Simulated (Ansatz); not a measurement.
# H4C: the cost of one run

Program: Ansatz 0.2.0. Level of theory: DFT PBE+D3(BJ), plane waves, PAW, scalar-relativistic, no spin polarisation. These are calculated values, not measurements.

## (1) The structure to begin with

The cell holds 40 atoms (C8H32): a = 7.958 Å, b = 7.958 Å, c = 7.958 Å, α = 90.00°, β = 90.00°, γ = 90.00°.

Its coordinates follow in the input file.

## (2) Relaxing the start

The input, input.yaml:

```yaml
accuracy: low
crystal:
  lattice:
    - [7.958114, 0.0, 0.0]
    - [0.0, 7.958114, 0.0]
    - [0.0, 0.0, 7.958114]
  atoms:
    - { symbol: C, position: [0.8883609, 0.0223159, 0.1993914] }
    - { symbol: H, position: [0.9732536, 0.0763181, 0.1065182] }
    - { symbol: H, position: [0.7730051, -0.0181452, 0.1377118] }
    - { symbol: H, position: [0.8587584, 0.1164238, 0.2943432] }
    - { symbol: H, position: [0.9484264, -0.085333, 0.2589924] }
    - { symbol: C, position: [0.143742, 0.9297261, 0.8816758] }
    - { symbol: H, position: [0.1152843, 0.9394844, 1.0152549] }
    - { symbol: H, position: [0.0974109, 0.8101193, 0.8337582] }
    - { symbol: H, position: [0.2792302, 0.9368822, 0.8632325] }
    - { symbol: H, position: [0.0830423, 1.0324183, 0.8144575] }
    - { symbol: C, position: [0.4751186, 0.0356099, 0.5986837] }
    - { symbol: H, position: [0.4983427, 0.1632371, 0.6425056] }
    - { symbol: H, position: [0.5776609, -0.0457859, 0.6387866] }
    - { symbol: H, position: [0.4671674, 0.0350246, 0.461991] }
    - { symbol: H, position: [0.3573034, -0.0100364, 0.6514514] }
    - { symbol: C, position: [0.549754, 0.5902163, 0.6408116] }
    - { symbol: H, position: [0.6383371, 0.6850406, 0.6845129] }
    - { symbol: H, position: [0.4686825, 0.5522901, 0.7444334] }
    - { symbol: H, position: [0.6186279, 0.4813024, 0.5945234] }
    - { symbol: H, position: [0.4733684, 0.6422319, 0.5397767] }
    - { symbol: C, position: [0.3128307, 0.5494436, 0.024374] }
    - { symbol: H, position: [0.328847, 0.6781854, 0.0681629] }
    - { symbol: H, position: [0.230646, 0.4818234, 0.1105228] }
    - { symbol: H, position: [0.4347911, 0.4873943, 0.0194757] }
    - { symbol: H, position: [0.2570388, 0.5503713, -0.1006654] }
    - { symbol: C, position: [0.1131539, 0.5535286, 0.6083558] }
    - { symbol: H, position: [0.1918261, 0.6331876, 0.6871822] }
    - { symbol: H, position: [0.0345907, 0.4742137, 0.6876364] }
    - { symbol: H, position: [0.1925867, 0.474739, 0.5294187] }
    - { symbol: H, position: [0.0336123, 0.6319743, 0.5291861] }
    - { symbol: C, position: [0.735018, 0.5082964, 0.2844991] }
    - { symbol: H, position: [0.7235132, 0.3869636, 0.3469045] }
    - { symbol: H, position: [0.7142323, 0.6085404, 0.375425] }
    - { symbol: H, position: [0.6418193, 0.5172528, 0.184588] }
    - { symbol: H, position: [0.8605071, 0.5204286, 0.2310788] }
    - { symbol: C, position: [0.2058094, 0.0987829, 0.3550505] }
    - { symbol: H, position: [0.2997595, 0.1961769, 0.3759367] }
    - { symbol: H, position: [0.247778, -0.0181943, 0.4125259] }
    - { symbol: H, position: [0.1887078, 0.0799657, 0.2205072] }
    - { symbol: H, position: [0.0869924, 0.1371832, 0.4112321] }
basis:
  ecutwfc: 420.0
kpoints:
  mp_grid: { grid: [1, 1, 1] }
hamiltonian:
  xc: pbe
  dispersion: d3bj
scf:
  occupations: { method: fermi_dirac, width: 0.02 }
  lower_state_search: "off"
relax:
  f_tol: 0.3
  max_steps: 15
  adjacent_minimum: "off"
output:
  write_density: true
  write_potential: true
  elf: true
  volumetric_format: npy
```

Run with:

```sh
$ ansatz run input.yaml --threads 1 --pin off --max-ram 3072MiB --backend cpu --events-out ev --progress --plain --runs-dir out
```

Q: Estimate wall time and peak memory on 1 thread of Arm Neoverse V1, shared host.

About 15 s, with a peak of 0.44 GiB.
